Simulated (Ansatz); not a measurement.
Write a Python script for the Python package of Ansatz (0.2.0) that makes a surface slab of Cd₃Ag, space group P-6m2. Use (first run): LDA, PAW, the default cutoff (420 eV here), 6×6×1 k-points, Fermi-Dirac smearing of 0.05 eV.

Contents of `cd3ag.cif`:
```cif
data_Cd3Ag
_cell_length_a 3.105014
_cell_length_b 3.105014
_cell_length_c 9.646341
_cell_angle_alpha 90.00000
_cell_angle_beta 90.00000
_cell_angle_gamma 120.00000
_symmetry_space_group_name_H-M 'P 1'
_symmetry_Int_Tables_number 1
loop_
_symmetry_equiv_pos_as_xyz
'x, y, z'
loop_
_atom_site_label
_atom_site_type_symbol
_atom_site_fract_x
_atom_site_fract_y
_atom_site_fract_z
Cd1 Cd    0.000000    0.000000    0.500000
Cd2 Cd    0.666667    0.333333    0.237810
Cd3 Cd    0.666667    0.333333    0.762190
Ag4 Ag    0.000000    0.000000    0.000000
```

Script `slab_cd3ag.py`:
```python
"""A surface of Cd3Ag: energy and work function."""

import ansatz
from ase.build import surface
from ase.io import read
import numpy as np

OCCUPATIONS = "Fermi-Dirac"
SMEARING_WIDTH = 0.05
XC = "lda"


def main() -> None:
    atoms = read("cd3ag.cif")
    # Miller indices count the vectors of the cell as typed
    slab = surface(atoms, (0, 0, 1), 2, vacuum=7.0)
    slab.pbc = True

    print(slab.get_chemical_formula(), "area {:.3f} A^2, cell height {:.2f} A".format(np.linalg.norm(np.cross(slab.cell[0], slab.cell[1])), slab.cell[2, 2]))


    def prepared(structure):
        return (
            ansatz.Crystal.from_ase(structure).calculation()
            .occupations(OCCUPATIONS, width=SMEARING_WIDTH)  # the run then minimises F = E - TS
            .functional(XC)
            .eigensolver("auto")
        )


    model = prepared(slab)
    model = model.kpoints(6, 6, 1)
    model = model.electric_field(axis=3, dipole_correction=True)
    model = model.potential()
    model = model.forces()
    outcome = model.run(threads=1, pin="off")
    report = outcome.report

    print(f"slab free energy {report['free_energy_ev']:.4f} eV, Fermi level {report['fermi_energy_ev']:.3f} eV")
    face = report["work_function"]
    print("work function (eV), upper and lower face:", *(round(face[k], 3) for k in ("phi_plus_ev", "phi_minus_ev") if face.get(k) is not None))
    print(f"dipole {face['dipole_moment_e_ang']:+.4f} e A")

    # surface energy from the bulk energy at the same settings
    bulk = prepared(atoms).kpoints(8, 8, 3).run(threads=1, pin="off").report
    excess = report["free_energy_ev"] - bulk["free_energy_ev"] * len(slab) / len(atoms)
    area = np.linalg.norm(np.cross(slab.cell[0], slab.cell[1]))
    print(f"mean surface energy {excess / (2 * area) * 16.02177:.3f} J/m^2 ({1000 * excess / (2 * area):.1f} meV/A^2)")

    v = outcome.potential()
    profile = (v.v_es_ev + (0 if v.v_field_ev is None else v.v_field_ev)).mean(axis=(0, 1))
    height = outcome.lattice.cell_ang[2][2]
    print("z (A)   planar potential less the Fermi level (eV)")
    for i in range(0, len(profile), max(len(profile) // 24, 1)):
        print(f"{i * height / len(profile):6.2f} {profile[i] - report['fermi_energy_ev']:9.3f}")


if __name__ == "__main__":
    main()
```

```console
$ python slab_cd3ag.py
Ag2Cd6 area 8.349 A^2, cell height 31.00 A
DeckWarning: the atoms were moved onto the symmetric positions of the space group found under crystal.symmetry.tolerance 1.0e-5 (fractional; no operation is sought that the atoms, as they stand in a round, miss by more than twice it, and no atom is moved by as much as it), and the run uses the moved positions. Before a round's move an operation carried an atom to 1.55e-6 Å from where it should land, the largest such distance. Atom 1 (counting from 0) moved farthest, by 1.79e-6 Å; the longest [...]
DeckWarning: basis.ecutwfc = 420 eV, auto-derived from the records' recommended cutoffs: set by Cd (normal level)
RunWarning: efield: at this solve's end the planar-averaged density reaches 1.65e-5 e/Å³ inside the ramp window [0.9177, 0.0823] (bound 1e-5 e/Å³); the window's nearer edge stands 4.45 Å from this solve's nearest atom along the axis. Its work functions, free energy, forces, stress, dipole, levels and responses can be off, and this figure does not tell by how much. A short vacuum, a low `basis.ecutwfc` or `basis.ecutrho_ratio` and negative occupations (`scf.occupations.method`) can put density there. See the manual's quickstart, § The vacuum guard
RunWarning: The output density's exchange-correlation potential varies sharply where the density is thin. Do not read a vacuum level from v_tot or v_xc, or from such a field of the output density. On a cell that repeats whose density bears no net charge and no dipole along the vacuum's axis use v_es (v_loc + v_h of the components); under efield.dipole_correction with no amplitude use v_es + v_field, which holds any external_charges[].barrier, or the levels of the report's work_function block, [...]
slab free energy -63622.3650 eV, Fermi level 7.743 eV
work function (eV), upper and lower face: 4.388 4.995
dipole +0.0280 e A
mean surface energy 1.158 J/m^2 (72.3 meV/A^2)
z (A)   planar potential less the Fermi level (eV)
  0.00     4.692
  1.29     4.944
  2.58     4.993
  3.87     4.979
  5.17     4.609
  6.46    -5.201
  7.75    -2.314
  9.04    -9.077
 10.33    -0.124
 11.62    -9.554
 12.92     0.284
 14.21    -9.835
 15.50     0.289
 16.79   -10.299
 18.08    -1.965
 19.37    -7.587
 20.67    -2.767
 21.96    -6.921
 23.25    -3.496
 24.54    -5.875
 25.83     3.917
 27.12     4.373
 28.42     4.390
 29.71     4.441
```
(Warnings from the package without file and line, shortened, repeats left out.)

Reading the output:
- These settings explore the input space; cutoff and mesh may be short of convergence.
- The density doesn't vanish in the vacuum (a short gap or a low cutoff), which blurs the vacuum level.
- For a metal this k-point mesh is coarse: on a finer one energies can move by several to tens of meV an atom and pressures by half a GPa or more, differences at one mesh by less.
- An absolute Fermi energy rests on an arbitrary zero of the periodic potential and has no direct meaning.
- This cell is a computed structure, which may not be the phase found in nature.
- The slab is thin and cut from the structure as given; a cut can leave two unlike or polar faces, and the surface energy is then their mean. Miller indices refer to the vectors of the cell as typed, and the lattice isn't relaxed for this functional, so relaxation and surface energy can hold strain.
- It ran for 50 s on 1 thread of Arm Neoverse N1, with other jobs on the host, peak memory 0.61 GiB.
